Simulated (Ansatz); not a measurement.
# SnF₂: ionisation energy by level of theory

The task here is to estimate one member of a computed series from the others.

Computed with Ansatz 0.2.0, Gaussian basis. Level: unrestricted cation, the program's frozen cores in correlated methods.

Plan: UKS PBE-D4/def2-TZVPP; UKS r2SCAN-D4/def2-TZVPP; UKS PBE0-D4/def2-TZVPP; UKS B3LYP-D4/def2-TZVPP; UKS wB97X-V/def2-TZVPP; UKS wB97M-V/def2-TZVPP; UKS B2PLYP/def2-TZVPP; UHF-CCSD(T)/def2-TZVPP; UHF-MP2/def2-QZVPP; extrapolation to the limit; then −ε(HOMO) from the neutral's earlier runs with LDA (SPW92), PBE-D4, revPBE-D4, BLYP-D4, r2SCAN-D4, B97M-V, PBE0-D4, B3LYP-D4, r2SCANh-D4, r2SCAN0-D4, HSE06-D4, BHLYP-D4, CAM-B3LYP-D4, LC-ωPBE, ωB97X-V, ωB97M-V.

### Structure used throughout

The geometry comes from an earlier relaxation with PBE0-D4 in a triple-zeta def2 set; it is a stationary point. Sn takes the def2 core potential; no spin-orbit term is included.

SMILES `[F][Sn][F]`, 3 atoms, charge 0, spin multiplicity 1.

Atoms are counted from 1 here; the program's logs count them from 0.

Bond lengths: F1–Sn2 1.932 Å, Sn2–F3 1.932 Å. Angles: F1–Sn2–F3 95.7°.

Geometry (Å):

```
F    -1.2974    0.2934   -0.6863
Sn    0.3278    0.7309    0.2621
F     0.9586   -1.0891    0.4110
```

Set-up of the first run:

in.yaml reads:

```yaml
crystal:
  periodic: [false, false, false]
  atoms:
    - {symbol: F, position_ang: [-1.297404, 0.293424, -0.686320]}
    - {symbol: Sn, position_ang: [0.327844, 0.730874, 0.262122]}
    - {symbol: F, position_ang: [0.958560, -1.089099, 0.410998]}
basis:
  gaussian: {orbitals: def2-TZVPP}
total_charge: 1
magnetization: {spin_polarized: true, initial_magnetization: 1}
hamiltonian: {xc: pbe, dispersion: d4}
```

Command:

```sh
> ansatz run in.yaml --threads 4 --pin off --events-out ev --progress --plain --max-ram 10444MiB
```

Steps of the session up to this table: Cation, UKS PBE-D4/def2-TZVPP; Cation, UKS r2SCAN-D4/def2-TZVPP; Cation, UKS PBE0-D4/def2-TZVPP; Cation, UKS B3LYP-D4/def2-TZVPP; Cation, UKS wB97X-V/def2-TZVPP; Cation, UKS wB97M-V/def2-TZVPP; Cation, UKS B2PLYP (frozen core)/def2-TZVPP; Cation, UHF-CCSD(T)/def2-TZVPP; Cation, UHF-MP2/def2-QZVPP.

One of the session's tables, all rows but one given; the rest of the session is left out.

Orbital estimates, from the neutral's runs:

```
  functional  −ε(HOMO) (eV)
 LDA (SPW92)           7.76
      PBE-D4           7.46
   revPBE-D4              ?
     BLYP-D4           7.40
   r2SCAN-D4           7.80
      B97M-V           7.62
     PBE0-D4           8.72
    B3LYP-D4           8.58
  r2SCANh-D4           8.28
  r2SCAN0-D4           8.97
    HSE06-D4           8.32
    BHLYP-D4           9.88
CAM-B3LYP-D4          10.10
     LC-ωPBE          11.23
     ωB97X-V          10.94
     ωB97M-V          10.91
```

Estimate the missing values for revPBE-D4.

The run gave: −ε(HOMO) (eV): 7.37. In the column «−ε(HOMO) (eV)» it is the lowest.
